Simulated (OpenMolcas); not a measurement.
**C6H12O2 (butyl acetate): a chain of runs**

We compute the energy (singlet C6H12O2, HF/ANO-RCC-VDZ), then a single-point energy (singlet C6H12O2, CASSCF(2,2)/ANO-RCC-VDZ), then the energy (singlet C6H12O2, CASPT2(2,2)/ANO-RCC-VDZ), then the energy (triplet C6H12O2, CASPT2(2,2)/ANO-RCC-VDZ) of C6H12O2. 

The calculation is run with OpenMolcas 26.06.

## (1) The structure to begin with

The species is C6H12O2 (20 atoms), meant as a singlet with charge 0. As SMILES, `CCCCOC(C)=O`. The coordinates come from a GFN2-xTB relaxation. This is one conformer, not always the lowest.

Some bond lengths: C1–C2 1.523 Å, C2–C3 1.527 Å, C3–C4 1.527 Å, C4–O5 1.427 Å, O5–C6 1.337 Å, C6–C7 1.507 Å, C6–O8 1.202 Å, C1–H9 1.087 Å, C1–H10 1.088 Å, C1–H11 1.088 Å, C2–H12 1.093 Å, C2–H13 1.092 Å, C3–H14 1.092 Å, C3–H15 1.092 Å, C4–H16 1.095 Å, C4–H17 1.092 Å. Some angles: C1–C2–C3 111.6°, C2–C3–C4 112.1°, C3–C4–O5 111.9°, C4–O5–C6 117.2°, O5–C6–C7 110.8°, O5–C6–O8 124.1°, C7–C6–O8 125.1°, C1–C2–H12 109.5°, C1–C2–H13 109.6°, C3–C2–H12 109.2°.

## (2) The energy at HF/ANO-RCC-VDZ (DKH2, RICD fitting) (run 1)

step1.inp

```
* C6H12O2 Hartree-Fock
>>> EXPORT MOLCAS_PRINT=2

&GATEWAY
  COORD
  20
  angstrom
  C        2.173390      -1.678130      -0.999270
  C        1.349160      -1.022990       0.101560
  C       -0.145010      -1.274020      -0.089840
  C       -0.986210      -0.585850       0.982410
  O       -0.813610       0.831000       0.966350
  C       -1.525090       1.524250       0.071070
  C       -1.198290       2.993010       0.150130
  O       -2.314150       1.031670      -0.690970
  H        3.232430      -1.479550      -0.852820
  H        1.883280      -1.293120      -1.974380
  H        2.022420      -2.755520      -0.999070
  H        1.658530      -1.416000       1.072890
  H        1.533440       0.053260       0.105930
  H       -0.459390      -0.907550      -1.069090
  H       -0.351790      -2.344940      -0.047890
  H       -2.046170      -0.813860       0.828480
  H       -0.677560      -0.897260       1.982750
  H       -0.426600       3.215670      -0.584670
  H       -0.827210       3.243270       1.138740
  H       -2.081580       3.576650      -0.092290
  BASIS = ANO-RCC-VDZ
  GROUP = NoSym
  RICD

&SEWARD

&SCF
  PRORBITALS = 1 1
```

Launch:

```
export MOLCAS_MEM=1860
pymolcas step1.inp > step1.log
```

What it wrote:

```text
--- Start Module: gateway ---
[...]
--- Stop Module: gateway /rc=_RC_ALL_IS_WELL_ ---
--- Start Module: seward ---
[...]
      Basis functions           96
--- Stop Module: seward /rc=_RC_ALL_IS_WELL_ ---
[...]
--- Start Module: scf ---
[...]
       Convergence after  12 Iterations
[...]
::    Total SCF energy                               -384.0476082335
[...]
      Total spin, S                                     0.0000000000
[...]
      Total electronic charge=   64.000000
      Total            charge=   -0.000000
[...]
      Dipole Moment (debye):
      Origin of the operator (angstrom)=   -0.4353    0.2363    0.0560
                   X=  1.6845E+00               Y=  8.7496E-02               Z=  1.2164E+00           Total=  2.0796E+00
      Quadrupole Moment (debye*angstrom):
[...]
--- Stop Module: scf /rc=_RC_ALL_IS_WELL_ ---
[...]
```

Wall time 5.1 s (1 thread of Arm Neoverse V2, shared host); peak memory 0.081 GiB.

## (3) A single-point energy at CASSCF(2,2)/ANO-RCC-VDZ (DKH2, RICD fitting) (run 2)

step2.input

```
>>> EXPORT MOLCAS_PRINT=2

&GATEWAY
  Coord
  20
  angstrom
  C        2.173390      -1.678130      -0.999270
  C        1.349160      -1.022990       0.101560
  C       -0.145010      -1.274020      -0.089840
  C       -0.986210      -0.585850       0.982410
  O       -0.813610       0.831000       0.966350
  C       -1.525090       1.524250       0.071070
  C       -1.198290       2.993010       0.150130
  O       -2.314150       1.031670      -0.690970
  H        3.232430      -1.479550      -0.852820
  H        1.883280      -1.293120      -1.974380
  H        2.022420      -2.755520      -0.999070
  H        1.658530      -1.416000       1.072890
  H        1.533440       0.053260       0.105930
  H       -0.459390      -0.907550      -1.069090
  H       -0.351790      -2.344940      -0.047890
  H       -2.046170      -0.813860       0.828480
  H       -0.677560      -0.897260       1.982750
  H       -0.426600       3.215670      -0.584670
  H       -0.827210       3.243270       1.138740
  H       -2.081580       3.576650      -0.092290
  Basis=ANO-RCC-VDZ
  Group=NoSym
  RICD

&SEWARD

&RASSCF
  FileOrb=$CurrDir/step1.ScfOrb
  Spin=1
  Nactel=2 0 0
  Inactive=31
  Ras2=2
  OrbListing=Nothing
```

Launch:

```
export MOLCAS_MEM=1860
pymolcas step2.input > step2.log
```

What it wrote:

```text
--- Start Module: gateway ---
[...]
--- Stop Module: gateway /rc=_RC_ALL_IS_WELL_ ---
--- Start Module: seward ---
[...]
      Basis functions           96
--- Stop Module: seward /rc=_RC_ALL_IS_WELL_ ---
[...]
--- Start Module: rasscf ---
[...]
      Number of active orbitals                  2
[...]
      Spin quantum number                      0.0
[...]
      Active orbitals                            2
[...]
      Number of CSFs                             3
[...]
      Number of root(s) required                 1
[...]
      Convergence after 40 iterations
[...]
      printout of CI-coefficients larger than  0.05 for root  1
      energy=    -384.077694
      conf/sym  11     Coeff  Weight
             1  20   0.98363 0.96752
             3  02  -0.18021 0.03248
      Natural orbitals and occupation numbers for root  1
      sym 1:   1.935047   0.064953
      ************************************************************************************************************************
      *                                                    Final results                                                     *
[...]
::    RASSCF root number  1 Total energy:   -384.07769435
[...]
      Total electronic charge=   64.000000
      Total            charge=   -0.000000
[...]
      Dipole Moment (debye):
      Origin of the operator (angstrom)=   -0.4353    0.2363    0.0560
                   X=  1.3112E+00               Y= -6.3126E-02               Z=  8.9610E-01           Total=  1.5894E+00
      Quadrupole Moment (debye*angstrom):
[...]
--- Stop Module: rasscf /rc=_RC_ALL_IS_WELL_ ---
[...]
```

Wall time 11 s (1 thread of Arm Neoverse V2, shared host); peak memory 0.084 GiB.

Run 3 isn't shown in full; the table further down has it.

## (4) The triplet: the energy at CASPT2(2,2)/ANO-RCC-VDZ (DKH2, RICD fitting, ipea shift 0.25 Eh, pt2 variant SS) (run 4)

step4.input

```
* C6H12O2 CASPT2
>>> EXPORT MOLCAS_PRINT=2

&GATEWAY
 Coord
 20
 angstrom
 C        2.173390      -1.678130      -0.999270
 C        1.349160      -1.022990       0.101560
 C       -0.145010      -1.274020      -0.089840
 C       -0.986210      -0.585850       0.982410
 O       -0.813610       0.831000       0.966350
 C       -1.525090       1.524250       0.071070
 C       -1.198290       2.993010       0.150130
 O       -2.314150       1.031670      -0.690970
 H        3.232430      -1.479550      -0.852820
 H        1.883280      -1.293120      -1.974380
 H        2.022420      -2.755520      -0.999070
 H        1.658530      -1.416000       1.072890
 H        1.533440       0.053260       0.105930
 H       -0.459390      -0.907550      -1.069090
 H       -0.351790      -2.344940      -0.047890
 H       -2.046170      -0.813860       0.828480
 H       -0.677560      -0.897260       1.982750
 H       -0.426600       3.215670      -0.584670
 H       -0.827210       3.243270       1.138740
 H       -2.081580       3.576650      -0.092290
 Basis
 ANO-RCC-VDZ
 Group
 NoSym
 RICD

&SEWARD

&RASSCF
 FileOrb
 $CurrDir/step2.RasOrb
 Spin
 3
 Nactel
 2 0 0
 Inactive
 31
 Ras2
 2
 OrbListing
 Nothing

&CASPT2
 Imaginary
 0.2
```

Launch:

```
export MOLCAS_MEM=1860
pymolcas step4.input > step4.log
```

What it wrote:

```text
--- Start Module: gateway ---
[...]
--- Stop Module: gateway /rc=_RC_ALL_IS_WELL_ ---
[...]
      Basis functions           96
[...]
--- Start Module: rasscf ---
[...]
      Number of active orbitals                  2
[...]
      Spin quantum number                      1.0
[...]
      Active orbitals                            2
[...]
      Number of CSFs                             1
[...]
      Number of root(s) required                 1
[...]
      Convergence after 32 iterations
[...]
      printout of CI-coefficients larger than  0.05 for root  1
      energy=    -383.883605
      conf/sym  11     Coeff  Weight
             1  uu   1.00000 1.00000
      Natural orbitals and occupation numbers for root  1
      sym 1:   1.000000   1.000000
      ************************************************************************************************************************
      *                                                    Final results                                                     *
[...]
::    RASSCF root number  1 Total energy:   -383.88360482
[...]
      Total electronic charge=   64.000000
      Total            charge=   -0.000000
[...]
      Dipole Moment (debye):
      Origin of the operator (angstrom)=   -0.4353    0.2363    0.0560
                   X=  3.3489E-01               Y= -6.3146E-01               Z=  8.6958E-02           Total=  7.2003E-01
      Quadrupole Moment (debye*angstrom):
[...]
--- Stop Module: rasscf /rc=_RC_ALL_IS_WELL_ ---
[...]
--- Start Module: caspt2 ---
[...]
      E2 (Variational):          -0.7271874589
      Total energy:            -384.6107922769
[...]
      Reference weight:           0.79240
[...]
::    CASPT2 Root  1     Total energy:   -384.61079228
[...]
--- Stop Module: caspt2 /rc=_RC_ALL_IS_WELL_ ---
[...]
```

Run time: 11 s. Hardware: 1 thread of Arm Neoverse V2, shared host; peak memory 0.084 GiB.

## (5) Overview of the runs

```tsv
run	level	active rule	inactive	partner	energy (Eh)	dipole moment (D) of the reference	wall time
1	HF/ANO-RCC-VDZ (DKH2, RICD fitting)	–	–	base	-384.047608	2.08	5.1 s
2	CASSCF(2,2)/ANO-RCC-VDZ (DKH2, RICD fitting)	frontier window	31	base	-384.077694	1.59	11 s
3	CASPT2(2,2)/ANO-RCC-VDZ (DKH2, RICD fitting, ipea shift 0.25 Eh, pt2 variant SS)	frontier window	31	base	-384.823998	1.59	6.3 s
4	CASPT2(2,2)/ANO-RCC-VDZ (DKH2, RICD fitting, ipea shift 0.25 Eh, pt2 variant SS)	frontier window	31	triplet	-384.610792	0.72	11 s
```

## (6) Results

| quantity | value |
| --- | --- |
| triplet: total energy | -384.61079 Eh |
| triplet: dipole moment (CASSCF density) | 0.72 D |
| vertical energy of the triplet above the singlet | 5.802 eV |

What this shows: At this shape the triplet lies 5.80 eV (560 kJ/mol) above the singlet. Below the HF energy at the same shape and in the same basis (ANO-RCC-VDZ): CASSCF(2,2) -30.1 mEh; CASPT2(2,2) -776.4 mEh. Active-space methods hold only the correlation inside their space unless a perturbation or CI step follows. All runs together took 33 s, the longest 11 s.
